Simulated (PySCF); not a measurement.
# AsO: a composite coupled-cluster curve

What constants does extrapolated CCSD(T) give for AsO, and what does each step add?

Program: PySCF 2.14.0. Level of theory: CCSD(T) on ROHF, scalar-relativistic core potentials. These are calculated values, not measurements.

### Step 1. The job

| Quantity | Value |
| --- | --- |
| molecule | AsO |
| state | doublet, unpaired electrons π ↑ |
| smaller basis | As cc-pwCVDZ-PP with ECP10, O aug-cc-pVDZ |
| larger basis | As cc-pwCVTZ-PP with ECP10, O aug-cc-pVTZ |
| frozen core orbitals | 5 |
| extrapolation | correlation as n⁻³ (n = 2, 3), Hartree–Fock as (n+1)·exp(−9√n) |
| corrections | core–valence correlation |
| distances (Å) | 1.4269, 1.4918, 1.5566, 1.6215, 1.6864, 1.7674, 1.8485 |
| masses (u) | 74.9216, 15.9949 |
| dissociation limit | As + O |

Started as:

```bash
OMP_NUM_THREADS=4 python comp.py task.json out
```

### Step 2. Coupled cluster at each distance

Q: Predict the outcome of this session. Wanted: for each run, Re; ωe; ωexe; αe; De.

**Answer**, as computed:

| level | Re (Å) | ωe (cm⁻¹) | ωexe (cm⁻¹) | αe (cm⁻¹) | De (eV) |
| --- | --- | --- | --- | --- | --- |
| CCSD(T), smaller basis | 1.6471 | 910.8 | 4.66 | 0.00329 | 4.225 |
| CCSD(T), larger basis | 1.6270 | 964.5 | 4.79 | 0.00321 | 4.715 |
| HF/CBS | 1.5737 | 1155.0 | 4.07 | 0.00268 | 1.228 |
| MP2/CBS | 1.6306 | 953.3 | 3.97 | 0.00309 | 5.313 |
| CCSD/CBS | 1.6071 | 1032.8 | 4.25 | 0.00293 | 4.387 |
| CCSD(T)/CBS | 1.6237 | 973.5 | 4.75 | 0.00318 | 4.850 |
| CCSD(T)/CBS+CV | 1.6229 | 974.2 | 4.76 | 0.00319 | 4.858 |

What this shows: The last step gives Re = 1.6229 Å, ωe = 974.2 cm⁻¹ and De = 4.858 eV; the smaller basis alone is off from it by +24.2 mÅ and -0.63 eV. Near the minimum the mean field binds by 1.16 eV and correlation adds 3.69 eV of binding. T1 is 0.027. Spin–orbit coupling and excitations beyond (T) are left out.
